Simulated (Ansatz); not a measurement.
# ZrZn4N: the cost of one run

Program: Ansatz 0.2.0. Level of theory: DFT PBE, scalar-relativistic, plane waves, PAW. These are calculated values, not measurements.

1 further run of the same task is left out (it didn't finish).

## Step 1: The system as given

The structure is hexagonal, space group P6/mmm (No. 191). The conventional cell has a = 3.608 Å, b = 3.608 Å, c = 8.958 Å, α = 90.00°, β = 90.00°, γ = 120.00°. Around Zr (site symmetry 6/mmm) lie 6 Zn at 2.08 Å. Zn (site symmetry 6mm) is surrounded by 1 N at 1.89 Å. Zn (site symmetry -6m2) has 3 Zn at 2.08 Å and 3 Zr at 2.08 Å in its first shell of neighbours. Around N (site symmetry 6/mmm) lie 2 Zn at 1.89 Å.

As a file:

```xyz
6
Lattice="3.6083 0.0000 0.0000 -1.8041 3.1248 0.0000 0.0000 0.0000 8.9585" Properties=species:S:1:pos:R:3 pbc="T T T"
Zr    0.0000    0.0000    0.0000
Zn    0.0000    0.0000    6.3674
Zn    0.0000    0.0000    2.5910
Zn    0.0000    2.0832    0.0000
Zn    1.8041    1.0416    0.0000
N     0.0000    0.0000    4.4792
```

The cell is invented: random cell by space group and Wyckoff sites (P6/mmm, No. 191). Lengths come from tabulated atomic sizes and are only a guess.

## Step 2: A first look at the guess

Input file input.yaml:

```yaml
crystal:
  lattice:
    - [3.6082595, 0.0, 0.0]
    - [-1.80412975, 3.12484439, 0.0]
    - [0.0, 0.0, 8.95849108]
  atoms:
    - { symbol: Zr, position: [0.0, 0.0, 0.0] }
    - { symbol: Zn, position: [0.0, 0.0, 0.71077241] }
    - { symbol: Zn, position: [0.0, 0.0, 0.28922759] }
    - { symbol: Zn, position: [0.33333333, 0.66666667, 0.0] }
    - { symbol: Zn, position: [0.66666667, 0.33333333, 0.0] }
    - { symbol: "N", position: [0.0, 0.0, 0.5] }
basis:
  ecutwfc: 420
kpoints:
  mp_grid: { grid: [6, 6, 2] }
hamiltonian:
  xc: pbe
scf:
  occupations: { method: gaussian, width: 0.1 }
  lower_state_search: "off"
output:
  forces: true
  stress: true
  eigenvalues: true
```

Started as:

```bash
ansatz run input.yaml --threads 1 --pin off --max-ram 2560MiB --backend cpu --events-out ev --progress --plain --runs-dir out
```

Q: Estimate wall time and peak memory on 1 thread of Intel Xeon at 2.50GHz (Skylake/Cascade Lake), shared host.

About 9.6 s, with a peak of 0.4 GiB.
